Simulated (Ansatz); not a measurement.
# SrCu2Sb2: the cost of one run

Method: DFT PBEsol, scalar-relativistic, plane waves, PAW, in Ansatz 0.2.0.

1 further run of the same task is left out (set aside as unsound or not needed). Runs told in other sessions of the task aren't counted.

### 1 Starting point

It takes space group P4/nmm (No. 129, tetragonal). Conventional cell: a = 4.519 Å, b = 4.519 Å, c = 10.649 Å, α = 90.00°, β = 90.00°, γ = 90.00°. Sr (site symmetry 4mm) has 8 Cu at 3.39 to 3.48 Å and 9 Sb at 3.40 to 3.89 Å in its first shell of neighbours. Cu (site symmetry 4mm) has 5 Sb at 2.54 to 2.67 Å in its first shell of neighbours. Cu (site symmetry -4m2) has 4 Sb at 2.64 Å and 4 Cu at 3.20 Å and 4 Sr at 3.39 Å in its first shell of neighbours. Sb (site symmetry 4mm) is surrounded by 5 Cu at 2.54 to 2.64 Å. Sb (site symmetry -4m2) is surrounded by 4 Cu at 2.67 Å.

Structure file:

```
CELL_PARAMETERS angstrom
4.51949 0.00000 0.00000
0.00000 4.51949 0.00000
0.00000 0.00000 10.64890
ATOMIC_POSITIONS crystal
Sr 0.50000 0.00000 0.23708
Sr 0.00000 0.50000 0.76292
Cu 0.50000 0.00000 0.63297
Cu 0.00000 0.00000 0.00000
Cu 0.00000 0.50000 0.36703
Cu 0.50000 0.50000 0.00000
Sb 0.00000 0.50000 0.12853
Sb 0.50000 0.50000 0.50000
Sb 0.00000 0.00000 0.50000
Sb 0.50000 0.00000 0.87147
```

It goes back to an entry of the Materials Project.

This cell was relaxed beforehand with the same method: volume 21.75 Å³/atom, gap on the mesh none (metal).

### 2 Electronic structure at the relaxed geometry

Contents of input.yaml:

```yaml
crystal:
  lattice:
    - [4.5194949569, 0.0, 0.0]
    - [0.0, 4.5194949569, 0.0]
    - [0.0, 0.0, 10.6489027808]
  atoms:
    - { symbol: Sr, position: [0.5, 0.0, 0.2370827391] }
    - { symbol: Sr, position: [0.0, 0.5, 0.7629172609] }
    - { symbol: Cu, position: [0.5, 0.0, 0.6329667962] }
    - { symbol: Cu, position: [0.0, 0.0, 0.0] }
    - { symbol: Cu, position: [0.0, 0.5, 0.3670332038] }
    - { symbol: Cu, position: [0.5, 0.5, 0.0] }
    - { symbol: Sb, position: [0.0, 0.5, 0.1285308111] }
    - { symbol: Sb, position: [0.5, 0.5, 0.5] }
    - { symbol: Sb, position: [0.0, 0.0, 0.5] }
    - { symbol: Sb, position: [0.5, 0.0, 0.8714691889] }
basis:
  ecutwfc: 420
kpoints:
  mp_grid: { grid: [8, 8, 4] }
  band_path:
    path:
      - [[0.0, 0.0, 0.0], [0.0, 0.5, 0.0], [0.5, 0.5, 0.0], [0.0, 0.0, 0.0], [0.0, 0.0, 0.5], [0.0, 0.5, 0.5], [0.5, 0.5, 0.5], [0.0, 0.0, 0.5]]
      - [[0.0, 0.5, 0.0], [0.0, 0.5, 0.5]]
      - [[0.5, 0.5, 0.0], [0.5, 0.5, 0.5]]
    npoints: 14
hamiltonian:
  xc: pbesol
scf:
  occupations: { method: gaussian, width: 0.1 }
  n_extra_bands: 25
output:
  forces: true
  stress: true
  eigenvalues: true
  populations: true
  dos: { projected: true, de: 0.02, nscf_kmesh: { grid: [12, 12, 6] } }
  bader: true
```

The run is started by

```sh
ansatz run input.yaml --threads 2 --pin off --max-ram 5120MiB --backend cpu --events-out ev --progress --plain --runs-dir out
```

Q: Estimate wall time and peak memory on 2 threads of Intel Xeon 6975P-C (Granite Rapids), shared host.

About 1.8 min, with a peak of 1.8 GiB.
